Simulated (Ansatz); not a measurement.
A nudged elastic band was laid between two geometries of a periodic cell of 35 atoms, Si12NO22 (host SiO2, host structure P3_221, dopant N, one O atom removed), cell charge +1.

These are results of Ansatz 0.2.0, DFT LDA, scalar-relativistic, plane waves, PAW, not measurements. Settings: PAW set soft_1, cutoff 420 eV, k mesh 2x2x2, fermi-dirac smearing 0.05 eV, no spin polarisation.

```yaml
movable_images: 5
climbing_image: yes
spring: 2.0 to 10.0 eV/Å², energy-weighted
optimiser: quadratic models (default)
start_path: IDPP
force_threshold: 0.05 eV/Å
iteration_limit: 80
end_points: relaxed
```

First end point:

```xyz
35
Lattice="-2.4814 4.2979 5.4360 4.9628 0.0000 5.4360 4.9628 8.5958 0.0000" Properties=species:S:1:pos:R:3
Si 7.290 8.516 3.539
Si 3.806 1.986 7.200
Si 1.345 2.213 -0.089
O 6.311 9.602 4.200
O 0.303 1.876 1.082
O 0.686 4.954 7.797
O 0.779 3.559 4.694
O 0.324 6.798 5.975
O 3.844 3.139 8.322
Si 4.936 3.635 3.210
Si 6.361 6.311 7.358
Si 3.732 6.515 -0.111
O 2.630 6.008 0.947
O 3.394 8.974 7.559
O 3.403 8.173 4.957
O 2.645 11.043 6.115
O 6.761 7.240 8.609
Si -0.150 4.228 3.565
Si 0.947 6.507 7.429
Si 3.789 7.703 6.398
O 3.865 5.317 9.718
O 2.748 6.724 7.247
O 0.728 4.947 2.415
O 5.893 3.543 4.477
O 5.264 7.175 6.500
N 3.341 3.368 3.183
Si 2.501 8.594 3.666
Si 3.805 10.609 7.108
Si 1.326 2.184 5.305
O 6.396 9.685 9.617
O 5.189 10.272 6.407
O 3.432 9.183 2.495
O 8.277 7.911 4.654
O 2.718 2.347 6.075
O 6.410 7.281 2.928
```

Last end point:

```xyz
35
Lattice="-2.4814 4.2979 5.4360 4.9628 0.0000 5.4360 4.9628 8.5958 0.0000" Properties=species:S:1:pos:R:3
Si 7.333 8.680 3.622
Si 3.872 1.921 7.384
Si 1.119 2.020 -0.201
O 6.639 10.020 4.287
O 0.170 1.600 1.010
O 0.753 4.796 7.753
O 0.968 4.007 5.090
O 0.164 6.449 5.763
O 4.387 2.871 8.594
Si 5.162 4.693 3.772
Si 6.205 6.445 7.349
Si 3.723 6.673 0.029
O 2.584 6.216 1.063
O 3.575 9.254 7.919
O 3.132 8.079 5.025
O 2.643 11.167 6.234
O 6.339 7.511 8.543
Si -0.043 4.283 3.651
Si 1.176 5.341 6.326
Si 3.740 6.626 5.432
O 3.658 5.126 9.586
O 2.651 5.873 6.413
O 0.886 5.002 2.591
O 5.604 3.372 4.523
O 5.026 6.908 6.371
N 3.975 5.668 4.114
Si 2.301 8.647 3.771
Si 3.778 10.741 7.276
Si 1.440 2.377 5.566
O 6.337 9.867 9.728
O 5.171 10.564 6.475
O 3.284 9.184 2.593
O 8.274 8.083 4.778
O 2.751 2.656 6.448
O 6.333 7.547 3.039
```

What changes between the two ends?

Contacts lost: Si10–Si19, Si10–O22, O14–Si20, Si19–N26. Contacts made: O7–Si19, Si20–N26. The atom that moves furthest is N26, by 2.56 Å; four of its nearest neighbours are Si10 1.62, Si19 1.66, O22 2.52, O8 2.83 Å at the first end and Si10 1.57, Si20 1.65, O22 2.66, O15 2.71 Å at the last.

What energy profile does the band end with?

The forces met the threshold. The highest image is number 3 of 0 to 6, 2.62 eV above the first end and 2.83 eV above the last; the last end lies 0.21 eV below the first. Neighbouring images differ by up to 1.5 eV, so the band resolves the path poorly. By the program's own check the climbing image is of a kind that is not told: the force calls were inconclusive, a negative curvature could not be distinguished from the path's own, the only one lies far off the path, or fixed occupations may fill a level only in part (lowest curvatures found: -6.94 and 0.34 eV/Å²). Limits of this set-up: PAW files made for another functional, no spin, though dangling bonds at a vacancy may carry it, a small cell, in which the defect meets its images, charged cell in a uniform background, uncorrected.

| image | path coordinate (Å) | energy (eV) | Si10–Si19 (Å) | Si10–O22 (Å) | O14–Si20 (Å) |
| --- | --- | --- | --- | --- | --- |
| 0 | 0.00 | 0.00 | 2.41 | 1.87 | 1.77 |
| 1 | 2.74 | 0.83 | 2.79 | 2.97 | 3.72 |
| 2 | 5.10 | 1.07 | 2.87 | 3.30 | 3.76 |
| 3 | 6.35 | 2.62 | 3.28 | 4.09 | 3.60 |
| 4 | 7.55 | 1.39 | 4.05 | 3.75 | 3.40 |
| 5 | 9.47 | 0.71 | 4.79 | 3.73 | 3.42 |
| 6 | 12.34 | -0.21 | 4.78 | 3.83 | 3.62 |

What is the geometry of the highest image?


```xyz
35
Lattice="-2.4814 4.2979 5.4360 4.9628 0.0000 5.4360 4.9628 8.5958 0.0000" Properties=species:S:1:pos:R:3
Si 7.644 8.745 3.660
Si 3.678 2.099 7.410
Si 1.399 2.301 0.270
O 6.665 9.508 4.681
O 0.031 2.016 1.049
O 1.283 5.570 8.597
O 1.162 3.549 4.507
O 0.003 7.060 6.827
O 3.899 3.124 8.652
Si 5.418 4.740 4.103
Si 5.984 6.206 6.885
Si 3.763 6.288 -0.097
O 2.394 5.913 0.705
O 3.778 9.956 8.532
O 2.876 7.013 3.952
O 2.412 10.941 6.444
O 6.050 7.651 7.633
Si -0.063 4.276 3.748
Si 1.344 6.871 7.660
Si 3.231 5.884 5.025
O 4.262 5.313 10.246
O 2.506 6.374 6.461
O 0.507 5.091 2.462
O 6.332 3.578 4.705
O 4.907 5.876 5.464
N 3.863 4.297 3.688
Si 2.172 8.324 3.261
Si 3.807 10.989 7.270
Si 1.338 2.260 5.480
O 6.548 9.273 9.864
O 4.938 10.501 6.248
O 3.272 9.198 2.464
O 8.455 7.568 4.400
O 2.477 2.706 6.528
O 6.734 8.136 2.450
```

The band took 33 iterations and about 30 core-minutes.

The run took 12 min on 4 threads of AMD EPYC 9R45 96-Core Processor (Zen 5), on a shared host, peak memory 3.4 GiB.
